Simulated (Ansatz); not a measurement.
The system is BiS.

```
CELL_PARAMETERS angstrom
4.00294 0.00000 0.00000
0.00000 4.00294 0.00000
0.00000 0.00000 4.00294
ATOMIC_POSITIONS crystal
Bi 0.50000 0.50000 0.50000
S 0.00000 0.00000 0.00000
```

The cell was built by a generator and needn't be a form met in nature.

Below is the output of Ansatz 0.2.0 for this cell. Logs are shortened: lines on timing, memory, paths and dates and some standing lists are left out, and cuts for length are marked.

```text
Warning: RAYON_NUM_THREADS=2 ignored (pool sized by the plan → 2); use --threads N
Engine: ansatz 0.2.0, x86_64-unknown-linux-gnu
Pseudopotentials: kind: paw
Pseudopotential: Bi, paw, valence charge 15, recommended cutoff 420 eV (normal), Bi.paw.azcp
Pseudopotential: S, paw, valence charge 6, recommended cutoff 420 eV (normal), S.paw.azcp
Functional definition: PBE
  parameter kappa = 0.804
  parameter beta = 0.06672455060314922
  exchange = pbe_x(kappa = kappa, mu = beta*pi^2/3)
  correlation = pbe_c(beta = beta)
Crystal: 2 atoms, lattice volume = 64.141 Å³
Basis set: ecut = 420 eV, 1237 PW (Γ), exchange–correlation on 54×54×54 points (8 copies of the dense FFT grid, shifted against one another)
Bands: 15, of which v1, the nominal top of the filled ones, is band 11 counted from 1 (10 counted from 0)
Symmetry: 48 space group operations
Space group: Pm-3m (ITA 221), of the structure as read, at distance tolerance 4.0e-5 Å
k-points: 20 of 343
Non-local potential: Bi, projectors of the file, l = 0: 2, l = 1: 2, l = 2: 2, l = 3: 2
Non-local potential: S, projectors of the file, l = 0: 2, l = 1: 2, l = 2: 2
PAW form: soft (Blöchl's): semilocal exchange-correlation on the pseudo side does not see the compensation charge
PAW one-centre angular grid: Bi, 590 points (default); XC on 64 Gauss nodes
PAW one-centre angular grid: S, 110 points (default); XC on 64 Gauss nodes
Initial density: superposition of atomic densities (neutral atoms: chi_scale 0, normalization atom), corrected by the library's trained network
Initial wavefunctions: pseudopotential atomic-orbital guess
Functional: x = pbe(κ = 0.804, μ = 0.2195149727645171), c = pbe(β = 0.06672455060314922)
SCF iter   1: F=—  HF=-13297.719043 eV  |F-HF|=—  |Δ(HF+E_count)|=         —  Δρ=1.14e-3  dr2=1.67e-3  ethr=1.77e-3  ⟨swp⟩=6.7  Hψ=1724  notcnv=0
preconditioner: auto → Resta (q_TF=auto, 2.265 Å⁻¹)  ε∞=3.7  [insulator: Δε(μ)=0.125 eV  Ē_g=9.360 eV  σ=0.016 eV  W_gap=0.85  n_scr=18 (ndim 8)  ℏωp=15.4 eV  f_vac=0.000  D(μ)=2.84/eV (n_scr^D=26)  ε∞_Penn≈3.7]
SCF iter   2: F=—  HF=-13297.718535 eV  |F-HF|=—  |Δ(HF+E_count)|=   5.08e-4  Δρ=5.27e-4  dr2=2.41e-4  ethr=7.93e-6  ⟨swp⟩=2.7  Hψ=797  notcnv=0  defer=9
SCF iter   3: F=—  HF=-13297.718669 eV  |F-HF|=—  |Δ(HF+E_count)|=   1.34e-4  Δρ=2.08e-4  dr2=3.17e-5  ethr=1.15e-6  ⟨swp⟩=2.8  Hψ=498  notcnv=0  defer=9
SCF iter   4: F=—  HF=-13297.718766 eV  |F-HF|=—  |Δ(HF+E_count)|=   9.66e-5  Δρ=5.70e-5  dr2=2.27e-6  ethr=1.51e-7  ⟨swp⟩=2.1  Hψ=365  notcnv=0  defer=9
iter 5 did not close the SCF: its close was put off for the readings that it lacked (scf_convergence_deferred on its scf_iter line)
SCF iter   5: F=-13297.718768 eV  HF=-13297.718768 eV  |F-HF|=1.63e-8  |Δ(HF+E_count)|=   2.01e-6  Δρ=8.09e-6  dr2=4.90e-8  ethr=1.08e-8  ⟨swp⟩=2.5  Hψ=406  notcnv=0  defer=9
SCF iter   6: F=-13297.718768 eV  HF=-13297.718768 eV  |F-HF|=4.05e-9  |Δ(HF+E_count)|=   4.12e-8  Δρ=2.70e-6  dr2=5.66e-9  ethr=2.33e-10  ⟨swp⟩=5.3  Hψ=1287  notcnv=0
SCF 1 converged in 6 iterations: F = -13297.718768 eV  dr2 = 5.66e-9
  greatest PAW one-centre occupation: 0.989 electrons in one spin orbital (limit 2), on the Bi atom at site 0 (counted from 0), in its partial waves of l = 2
SCF converged after 6 iterations
Free energy (F): -13297.718768 eV
Harris-Foulkes:  -13297.718768 eV  (|F-HF|=4.05e-9)
Internal energy: -13297.718403 eV  (E = F + TS)
E sigma→0 (E₀):  -13297.718585 eV
Entropy (-TS):   -0.000365 eV (-0.182 meV/atom)
Fermi energy:    6.820316 eV
--- Per-component energies (eV) ---
  E_band       = -157.185513
  E_kinetic    = 398.713141
  E_local      = -1746.033374  (includes V_loc(G=0)·N_el)
  E_nonlocal   = 589.710670
  E_hartree    = 558.713041
  E_xc         = -244.259076
  E_vxc        = -225.927525  (∫ρ·V_xc dr)
  E_paw        = -11262.983506  (= ΣΔE_a)
  E_vpaw       = -291.074891  (= ΣTr[D̂ρ^β])
  E_aug_tail   = -0.000441  (compensation charges beyond the density's cutoff)
  E_ewald      = -1591.578859
  E_smearing   = -0.000365  (= −TS)
  E_closure    = -0.000000  (closes the sum)
  Σ components = -13297.718768   (vs F -13297.718768, Δ=0.00e0)
--- Forces (eV/Å), atoms counted from 1 ---
  atom   1  Bi     0.00000000    -0.00000000    -0.00000000
  atom   2  S     -0.00000000     0.00000000     0.00000000
  max |Σ_I F_I| component: 3.26e-29 eV/Å
--- Stress (GPa, compression-positive) ---
      -10.891868       0.000000       0.000000
        0.000000     -10.891868      -0.000000
        0.000000       0.000000     -10.891868
  P = ⅓ Tr σ = -10.8919 GPa (-108.919 kbar)
--- Band table (eV; the first three rows and the last of 20) ---
  k-point 0: bands = ["-17.0153", "-17.0153", "-16.9707", "-16.9707", "-16.9707", "-6.3373", "-3.2889", "4.5550", "4.5550", "4.5550", "9.2452", "9.2452", "9.2452", "11.2272", "11.2272"]
  k-point 1: bands = ["-17.0151", "-17.0094", "-16.9723", "-16.9723", "-16.9706", "-6.2083", "-3.4226", "4.4049", "4.6820", "4.6820", "8.2472", "9.0183", "9.0183", "11.3951", "12.1437"]
  k-point 2: bands = ["-17.0147", "-16.9962", "-16.9758", "-16.9758", "-16.9703", "-5.8437", "-3.8116", "4.2763", "5.0209", "5.0209", "6.7079", "8.4515", "8.4515", "11.8974", "13.9570"]
  k-point 19: bands = ["-16.9869", "-16.9868", "-16.9868", "-16.9691", "-16.9691", "-4.7949", "-3.5080", "3.6406", "3.9660", "3.9660", "5.3605", "5.3605", "5.9626", "15.8069", "16.3442"]
```

Problem. Write the input and the command behind it.

Solution. Single point with PBE, no spin polarisation. The files as run (others can give the same):

input.yaml
```yaml
crystal:
  lattice:
    - [4.00294434, 0.0, 0.0]
    - [0.0, 4.00294434, 0.0]
    - [0.0, 0.0, 4.00294434]
  atoms:
    - { symbol: Bi, position: [0.5, 0.5, 0.5] }
    - { symbol: S, position: [0.0, 0.0, 0.0] }
hamiltonian:
  xc: pbe
  pseudopotentials: { kind: paw }
kpoints:
  mp_grid: { grid: [7, 7, 7] }
scf:
  occupations: { method: gaussian, width: 0.016 }
output:
  forces: true
  stress: true
  eigenvalues: true
```

Potentials or basis: Ansatz PAW.
Run with:
```console
$ ansatz run input.yaml --threads 2 --pin off --max-ram 5632MiB --backend cpu --events-out ev --progress --plain --runs-dir out
```

Caveat: spin-orbit coupling is left out, which moves the levels of the heavy elements.
